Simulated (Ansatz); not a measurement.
# Li3NbP2: the cost of one run

Computed with Ansatz 0.2.0 (DFT PBE, scalar-relativistic, plane waves, PAW, unless a step's input says otherwise).

## (1) The system as given

It takes space group P6/mmm (No. 191, hexagonal). Conventional cell: a = 5.100 Å, b = 5.100 Å, c = 3.724 Å, α = 90.00°, β = 90.00°, γ = 120.00°. Around Li (site symmetry mmm) lie 4 P at 2.37 Å and 4 Li at 2.55 Å. Nb (site symmetry 6/mmm) is surrounded by 6 P at 2.94 Å and 12 Li at 3.16 Å. P (site symmetry -6m2) is surrounded by 6 Li at 2.37 Å and 3 Nb at 2.94 Å.

As a file:

```cif
data_structure
_symmetry_space_group_name_H-M 'P 1'
_symmetry_Int_Tables_number 1
_cell_length_a 5.1003
_cell_length_b 5.1003
_cell_length_c 3.7244
_cell_angle_alpha 90.000
_cell_angle_beta 90.000
_cell_angle_gamma 120.000
_cell_volume 83.90
loop_
_atom_site_label
_atom_site_type_symbol
_atom_site_fract_x
_atom_site_fract_y
_atom_site_fract_z
_atom_site_occupancy
Li1 Li 0.00000 0.50000 0.50000 1
Li2 Li 0.50000 0.00000 0.50000 1
Li3 Li 0.50000 0.50000 0.50000 1
Nb1 Nb 0.00000 0.00000 0.00000 1
P1 P 0.33333 0.66667 0.00000 1
P2 P 0.66667 0.33333 0.00000 1
```

The cell is invented: species swapped into a database cell of TbGa2Co3 (P6/mmm, No. 191), with Nb on the Tb sites, P on the Ga sites and Li on the Co sites. The dimensions are guesses.

## (2) Probe: one point on a coarse mesh

File input.yaml:

```yaml
crystal:
  lattice:
    - [5.10030499, 0.0, 0.0]
    - [-2.5501525, 4.41699369, 0.0]
    - [0.0, 0.0, 3.72435106]
  atoms:
    - { symbol: Li, position: [0.0, 0.5, 0.5] }
    - { symbol: Li, position: [0.5, 0.0, 0.5] }
    - { symbol: Li, position: [0.5, 0.5, 0.5] }
    - { symbol: Nb, position: [0.0, 0.0, 0.0] }
    - { symbol: P, position: [0.33333333, 0.66666667, 0.0] }
    - { symbol: P, position: [0.66666667, 0.33333333, 0.0] }
basis:
  ecutwfc: 420
kpoints:
  mp_grid: { grid: [6, 6, 6] }
hamiltonian:
  xc: pbe
scf:
  occupations: { method: gaussian, width: 0.1 }
  lower_state_search: "off"
output:
  forces: true
  stress: true
  eigenvalues: true
```

Started as:

```console
$ ansatz run input.yaml --threads 1 --pin off --max-ram 2048MiB --backend cpu --events-out ev --progress --plain --runs-dir out
```

What time and memory should one allow on 1 thread of Arm Neoverse V2, shared host?

About 3.1 s, with a peak of 0.35 GiB.
